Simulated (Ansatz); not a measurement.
Crystal: NaLaMnMoO6.

```xyz
20
Lattice="3.7945 -3.8493 -0.0001 3.7945 3.8493 -0.0001 -0.0460 0.0000 8.2203" Properties=species:S:1:pos:R:3 pbc="T T T"
Na    3.7600   -0.0493    6.1651
Na    3.7830    0.0493    2.0550
La    3.7600    3.7539    6.1651
La    3.7830   -3.7539    2.0550
Mn    1.8742    1.9246    4.1101
Mn    1.8973   -1.9246    0.0000
Mo    1.8742   -1.9246    4.1101
Mo    1.8973    1.9246    0.0000
O     2.2242   -1.8899    6.0211
O     5.3188    1.8899    2.1991
O     3.7643    1.6891    4.5073
O     3.7787   -1.6891    3.7129
O     6.0251   -0.0155    4.1046
O     1.5179    0.0155    4.1155
O     2.2472    1.8899    1.9109
O     5.2958   -1.8899    6.3092
O     6.0021    0.0155    8.2147
O     1.5409   -0.0155    0.0054
O     3.7557    1.6891    7.8230
O     3.7873   -1.6891    0.3971
```

The cell was built by a generator and needn't be a form met in nature.

Base run:

* Program: Ansatz 0.2.0
* Functional: PBE
* Potentials or basis: Ansatz PAW
* Cutoff: 420 eV
* Density cutoff: 1680 eV
* k mesh: 5 × 5 × 4
* Occupations: fermi-dirac, width 0.05 eV
* Spin: collinear spin, ferromagnetic start
* Starting moments: [0.0, 0.0, 0.0, 0.0, 4.0, 4.0, 1.0, 1.0, 0.0, 0.0, 0.0, 0.0, 0.0, 0.0, 0.0, 0.0, 0.0, 0.0, 0.0, 0.0] μB

Its results: band gap on the k mesh none (metal or under the smearing width); pressure 0.0 GPa; net moment 6.82 μB per cell; site moments Na -0.00; La -0.01; Mn +3.04; Mo -0.18; O +0.06, +0.02 μB; largest force 0.028 eV/Å.

Question: The run is repeated on the same cell with these changes: potentials or basis from Ansatz PAW to JTH PAW; cutoff from 420 eV to 1800 eV; density cutoff from 1680 eV to 7200 eV. What comes out?

Answer: Band gap on the k mesh none (metal or under the smearing width); pressure 0.6 GPa; net moment 6.83 μB per cell; site moments Na -0.00; La -0.01; Mn +3.03; Mo -0.18; O +0.06, +0.02 μB; largest force 0.025 eV/Å.

Caveats: semilocal functionals often make such compounds metallic where correlation or magnetic order opens a gap, which also shifts bond lengths; only a ferromagnetic start was run, and an antiferromagnetic order may lie lower in energy.

Not every run made on this cell is shown here.
